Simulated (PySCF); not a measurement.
**GeH₂⁻: relaxation and vibrations of the doublet**

Aim: relax GeH₂⁻ as a doublet from a linear start, check by its vibrations whether the end is a minimum, and collect its spectrum and constants.

Computed with PySCF 2.14.0. Level: PBE0, basis Ge def2-TZVPD, H def2-TZVPD, no relativity, density fitting.

## 1. Where the work starts

3 atoms, charge -1, spin multiplicity 2.

Bond lengths: Ge1–H2 1.530 Å, Ge1–H3 1.530 Å. Angles: H2–Ge1–H3 180.0°.

```xyz
3
charge -1 multiplicity 2
Ge    0.0000    0.0000    0.0000
H     0.0000    0.0000    1.5300
H     0.0000    0.0000   -1.5300
```

## 2. First SCF at the start

One driver script runs all steps and calls PySCF; scf.py shows how it sets up the SCF of each step. The optimiser is the driver's own. After this first run the driver tries any further starts and a stability analysis.

File scf.py:

```python
from pyscf import gto, scf, dft
mol = gto.M(atom='''
Ge     0.000000     0.000000     0.000000
H      0.000000     0.000000     1.530000
H      0.000000     0.000000    -1.530000''',
    basis={'Ge': 'def2-TZVPD', 'H': 'def2-TZVPD'},
    charge=-1, spin=1)
mf = dft.UKS(mol, xc='PBE0')
mf.grids.atom_grid = (50, 194)
aux = {'Ge': 'def2-universal-JKFIT', 'H': 'def2-universal-JKFIT'}
mf = mf.density_fit(auxbasis=aux)
mf.conv_tol = 1e-08
mf.diis_space = 10
mf.max_cycle = 60
mf.init_guess = 'minao'
mf.verbose = 4
mf.kernel()
```

Run with:

```bash
$ OMP_NUM_THREADS=2 python axn.py task.json out
```

The runs that follow: Relaxing the doublet from the linear start; Hessian and properties; Following the imaginary mode; Vibrations and properties at this point.

**Question.** What will these runs give? Wanted: minimum; geometry; wavenumbers; dipole moment; highest occupied, lowest empty level; polar-tensor charge of Ge1; zero-point energy; ⟨S²⟩.

**Answer**, as computed:

```
                                          quantity                            value
                                           minimum                     doublet, C2v
                                          geometry  Ge–H 1.624 Å (×2); H–Ge–H 91.0°
                                wavenumbers (cm⁻¹)   881 (a1), 1738 (a1), 1739 (b2)
                    dipole moment (centre of mass)                           0.84 D
highest occupied, lowest empty level (either spin)                    1.11, 4.22 eV
                        polar-tensor charge of Ge1                          -0.24 e
                                 zero-point energy                      26.1 kJ/mol
                               entropy at 298.15 K                  227.0 J/(mol K)
                                              ⟨S²⟩                            0.756
```

The linear start (D∞h) ends in a minimum of C2v symmetry, after a stop at a second-order saddle point 261.4 kJ/mol higher, from which it was pushed off along an imaginary mode. The strongest infrared band lies at 1738 cm⁻¹ (a1, stretch). Most of the spin sits on Ge1 (Mulliken spin 1.11, against 1 for the whole molecule). The first SCF alone would have been 7 kJ/mol too high. Other starts or spin states, not run here, may lie lower. A highest occupied level above zero is common for anions with such functionals; it warns that the extra electron is poorly described.
